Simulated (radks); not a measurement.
**Co⁴⁺ in [Ne] 3s2 3p5.75 3d5 4d0.25: an all-electron calculation**

What are the levels of the cobalt ion Co4+, how large are its shells, and how does its energy divide?

The numbers are computed with radks (a radial shooting solver on a logarithmic mesh, Libxc functionals) version 1 (non-relativistic Kohn-Sham, PBEsol, spin-polarised, spherical densities, point nucleus; open shells are filled with parallel spins first), except any that are marked as measured or tabulated.

**1. The atom as given**

| Quantity | Value |
| --- | --- |
| element | cobalt (Z = 27) |
| charge | +4 |
| electrons | 23 |
| configuration | [Ne] 3s2 3p5.75 3d5 4d0.25 |

**2. The calculation**

The run's settings:

```text
Z 27
configuration [Ne] 3s2 3p5.75 3d5 4d0.25
relativity non-relativistic
functional pbe_sol,pbe_sol
spin polarised
nucleus point
```

Run with:

```sh
$ python run_ks.py task.json out
```

This one command runs every case of the session in turn.

What does the calculation give?

**Answer**, as computed:

```
                        quantity                   value
                    total energy     -1376.27262 hartree
exchange-correlation share of it                  4.07 %
                            −T/E                  0.9992
          highest occupied level       4d up, -25.564 eV
    most extended occupied level  4d up, <r> = 2.82 bohr
 radius at density 0.001 e/bohr³               2.96 bohr
    maxima of the radial density                       3
```

**Reading.** 4 principal shells are occupied and 3 maxima appear in the radial density; where shells overlap, one shows as a shoulder or not at all. −T/E = 0.9992, near the virial value of 1. This is not the tabulated ground configuration, so its levels and sizes aren't those of the ground state, and no measured value stands beside it.
